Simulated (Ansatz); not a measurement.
# CH₃Ga (quintet): wave-function methods side by side, cc-pVDZ

An exercise on one series of results from a longer session: the logs are not shown, and one member is left open.

Computed with Ansatz 0.2.0, Gaussian basis. Level: cc-pVDZ, core rule «outside noble gas», up to 15 orbitals frozen.

To be run: UHF; CCSD(T) on ROHF; CCSD(T) on UHF; BCCD(T) on ROHF; CISD as a restricted active space (open shells left free, so some higher excitations enter); CCSDT(Q) on ROHF; CCSDT(Q) on UHF; CASSCF and MRCISD+Q, 10 electrons in 11 orbitals; CASSCF and NEVPT2, 10 electrons in 11 orbitals.

20 further runs of the same task are left out: 2 for a known fault of the program, 7 that didn't finish, 11 set aside as unsound or not needed. Runs told in other sessions of the task aren't counted.

### What is computed

The geometry is a PBE0/def2-TZVP stationary point (not a proven minimum) of the parent state, kept for this charge and spin. No spin-orbit coupling is included. The filled d shell of Ga may be among the frozen orbitals whatever the setting's name suggests.

5 atoms, charge 0, spin multiplicity 5.

Atoms are counted from 1 here; the program's logs count them from 0.

Bond lengths: C1–Ga2 1.914 Å, C1–H3 1.085 Å, Ga2–H4 1.568 Å, Ga2–H5 1.562 Å. Angles: Ga2–C1–H3 154.1°, C1–Ga2–H4 118.8°, C1–Ga2–H5 118.2°, H4–Ga2–H5 123.0°.

The first run:

Input file in.yaml:

```yaml
crystal:
  periodic: [false, false, false]
  atoms:
    - {symbol: C, position_ang: [0.000000, -0.088918, 1.623428]}
    - {symbol: Ga, position_ang: [0.000000, 0.009148, -0.287682]}
    - {symbol: H, position_ang: [0.000000, 0.334283, 2.622499]}
    - {symbol: H, position_ang: [0.000000, 1.420032, -0.970828]}
    - {symbol: H, position_ang: [0.000000, -1.327540, -1.096565]}
basis:
  gaussian: {orbitals: cc-pVDZ}
magnetization: {spin_polarized: true, initial_magnetization: 4}
hamiltonian: {xc: hf}
output: {orbitals: {seedname: orbitals}}
```

Started as:

```sh
$ ansatz run in.yaml --threads 1 --pin off --events-out ev --progress --plain --max-ram 2393MiB
```

Among the steps run: UHF; CCSD(T) on ROHF; CCSD(T) on UHF; BCCD(T) on ROHF; CISD as a restricted active space (open shells left free, so some higher excitations enter); CCSDT(Q) on ROHF; CCSDT(Q) on UHF; CASSCF and MRCISD+Q, 10 electrons in 11 orbitals; CASSCF and NEVPT2, 10 electrons in 11 orbitals.

One of the session's tables, all rows but one given; the rest of the session is left out.

| method | from UCCSDT(Q) (meV) |
| --- | --- |
| RMP2 | +1183.6 |
| UMP2 | +1230.5 |
| RCCSD | +191.4 |
| UCCSD | +171.4 |
| RCCSD(T) | +52.6 |
| UCCSD(T) | +41.6 |
| BCCD(T) | +52.8 |
| RCCSDT | +18.8 |
| UCCSDT | +7.9 |
| RCCSDT(Q) | +10.9 |
| UCCSDT(Q) | 0 |
| CASSCF valence | +3252.2 |
| NEVPT2 valence | +799.5 |
| MRCISD valence | +222.3 |
| MRCISD+Q valence | ? |

Q: Estimate the row for MRCISD+Q valence from the others.

As computed: from UCCSDT(Q) (meV): +40.6. In the column «from UCCSDT(Q) (meV)» it lies between RCCSDT (+18.8) and UCCSD(T) (+41.6).

Not comparable, so not listed: CISD as a restricted active space (open shells left free, so some higher excitations enter) (they don't share determinant, frozen orbitals or solution with the rows shown, or repeat one).

Caveats from the session: Left out of the table: ROHF, UHF (another determinant or state than the rows shown). Restricted and unrestricted rows rest on different reference determinants; a gap between their highest levels can come from leftover correlation error, from unlike frozen cores or from another state.
